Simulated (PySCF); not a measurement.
# F₄GeH₂Si: electronic excitations and core binding energies

Aim: predict the electronic excitations and core binding energies of F₄GeH₂Si (`F[SiH2][Ge]([F])([F])[F]`).

The runs use PySCF 2.14.0, with density-fitted response routines of our own; the level of theory stands in each step. All values are computed, except where a source is named. Atoms count from 0, in the outputs and in this text.

## 1. The molecule as given

8 atoms, charge 0, multiplicity 1; geometry from: GFN2-xTB.

Bonds of the start (Å): F0–Si1 1.59, Si1–Ge2 2.39, Ge2–F3 1.76, Ge2–F4 1.76, Ge2–F5 1.76, Si1–H6 1.45, Si1–H7 1.45.

## 2. Ultraviolet spectrum: wB97X-D/def2-SVPD

What the job is given:

```
{"job": {"kind": "uv", "xc": "wB97X-D", "basis": "def2-SVPD", "nstates": 8, "ntriplets": 3}, "charge": 0, "multiplicity": 1}
F     -1.855763    -1.418087     0.074212
Si    -1.328571     0.075388    -0.102547
Ge     1.050549    -0.063849     0.076412
F      1.875596    -0.544166     1.551118
F      2.052704    -0.925872    -1.081014
F      1.711114     1.556723    -0.113917
H     -1.831479     0.840378     1.023704
H     -1.665094     0.488897    -1.452533
```

Method: TDDFT wB97X-D/def2-SVPD, vertical, gas phase, core orbitals frozen in the response.

Run with:

```bash
$ OMP_NUM_THREADS=1 python probes_run.py task.json out
```

The driver reads the jobs from task.json and runs them one after another.

**Question.** This job is followed by: delta-SCF UKS SCAN, pcX-2 on the ionised atom, pcseg-1 elsewhere, spin-free X2C. What will the session give for the following? lowest singlet (wB97X-D/def2-SVPD); brightest single state of those computed; lowest triplet; F1s binding energies, SCAN/pcX-2; Si1s binding energies, SCAN/pcX-2; Si2p binding energies, SCAN/pcX-2.

As calculated:

```
                                quantity                        value
      lowest singlet (wB97X-D/def2-SVPD)  6.95 eV (178 nm), f = 0.089
brightest single state of those computed  state 5, 8.42 eV, f = 0.276
                          lowest triplet                      6.03 eV
        F1s binding energies, SCAN/pcX-2      F0 693.72, F3 691.77 eV
       Si1s binding energies, SCAN/pcX-2               Si1 1849.56 eV
       Si2p binding energies, SCAN/pcX-2                Si1 109.89 eV
```

In words: The first singlet state (HOMO→LUMO 0.94) lies at 6.95 eV and is bright; of the 8 states computed, the strongest absorption comes from state 5 at 8.42 eV. The lowest triplet lies 0.92 eV below the lowest singlet (triplets in Tamm-Dancoff, singlets in full TDDFT). F0 (fluorine bonded to Si) binds its F1s electron 1.96 eV more tightly than F3 (fluorine bonded to Ge).
